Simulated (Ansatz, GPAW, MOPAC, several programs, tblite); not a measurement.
# ZnIF (a single layer) from cheap methods to r2SCAN

How much accuracy does each second buy? ZnIF as a single layer in vacuum is computed with 9 methods, from the cheapest up to r2SCAN.

Program: MOPAC, tblite, GPAW, Ansatz (versions at each run). Level of theory: no spin polarisation, static lattice; gaps from single points on the cell relaxed beforehand with r²SCAN. These are calculated values, not measurements.

## (1) The starting structure

It takes space group P3m1 (No. 156, trigonal). The conventional cell has a = 3.617 Å, b = 3.617 Å, c = 29.239 Å, α = 90.00°, β = 90.00°, γ = 120.00°. Zn (site symmetry 3m) has 3 F at 2.31 Å and 3 I at 2.80 Å as nearest neighbours. Around F (site symmetry 3m) lie 3 Zn at 2.31 Å. I (site symmetry 3m) has 3 Zn at 2.80 Å and 1 F at 2.85 Å as nearest neighbours.

Coordinates:

```
CELL_PARAMETERS angstrom
3.61721 0.00000 0.00000
-1.80860 3.13259 0.00000
0.00000 0.00000 29.23908
ATOMIC_POSITIONS crystal
Zn 0.33333 0.66667 0.31771
F 0.66667 0.33333 0.35157
I 0.66667 0.33333 0.25415
```

The cell holds a single layer (2H monolayer (Janus)) with vacuum along c; the form is built, and need not be the compound's stable one.

**Question.** The methods are PM6, PM7, GFN1-xTB (tblite), GFN2-xTB (tblite), PBE/single-zeta, coarse PBE, GLLB-SC, PBE, r2SCAN. What gap does r2SCAN give on this cell, and which other methods (full PBE left aside) come nearest to r2SCAN and farthest in gap?

| quantity | value |
| --- | --- |
| r2SCAN | gap 0.60 eV |
| gap: nearest and farthest of the other methods | GFN1-xTB (tblite) (+0.08 eV), PM7 (+6.42 eV) |

What this shows: Among the 7 methods compared for the gap (full PBE left aside), GFN1-xTB (tblite) is nearest to r2SCAN and PM7 farthest. A minimal basis or a coarse cutoff and mesh shifts results by its own error, so closeness to r2SCAN can be chance. Cluster runs see only the k-points that fold onto the zone centre, so their gaps can miss the band edges. GLLB-SC is compared with its derivative discontinuity added. CPU times run from 0.37 s (PM7) to 39 s (r2SCAN). r2SCAN is a yardstick, not the truth: it usually gives gaps below the measured ones. Spin-orbit coupling is left out throughout.
